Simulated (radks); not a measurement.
# Os²⁺ in [Xe] 4f14 5d4 6s2: an all-electron calculation

Aim: the levels, the sizes of the orbitals and the parts of the energy of the osmium ion Os2+.

Method: scalar-relativistic Kohn-Sham, LDA (Slater exchange, VWN5 correlation), spin-polarised, spherical densities, finite nucleus; open shells are filled with parallel spins first. Code: radks (a radial shooting solver on a logarithmic mesh, Libxc functionals) version 1.

**1. Starting point**

```
element            : osmium (Z = 76)
charge             : +2
electrons          : 74
configuration      : [Xe] 4f14 5d4 6s2
nuclear rms radius : 5.4126 fm
```

The outer shells:

Os²⁺
```
[Xe] core
4f [↑↓][↑↓][↑↓][↑↓][↑↓][↑↓][↑↓]
5d [↑ ][↑ ][↑ ][↑ ][  ]
6s [↑↓]
```

**2. The calculation**

Input:

```text
Z 76
configuration [Xe] 4f14 5d4 6s2
relativity scalar-relativistic
functional lda,vwn5
spin polarised
nucleus finite rms 5.4126 fm
c 137.035999084
```

Started as:

```bash
python run_ks.py task.json out
```

The same process makes all the runs of this session.

Q: Predict the outcome of this run.

The runs gave:

```
                        quantity                     value
                    total energy       -17239.8005 hartree
exchange-correlation share of it                    1.90 %
                            −T/E                    1.1076
          highest occupied level       6s down, -22.763 eV
    most extended occupied level  6s down, <r> = 2.55 bohr
 radius at density 0.001 e/bohr³                 4.02 bohr
    maxima of the radial density                         4
```

**Reading.** The radial density shows 4 maxima for 6 occupied principal shells; where shells overlap, one shows as a shoulder or not at all. Relativity lifts −T/E to 1.108. This is not the tabulated ground configuration, so its levels and sizes aren't those of the ground state, and no measured value stands beside it.
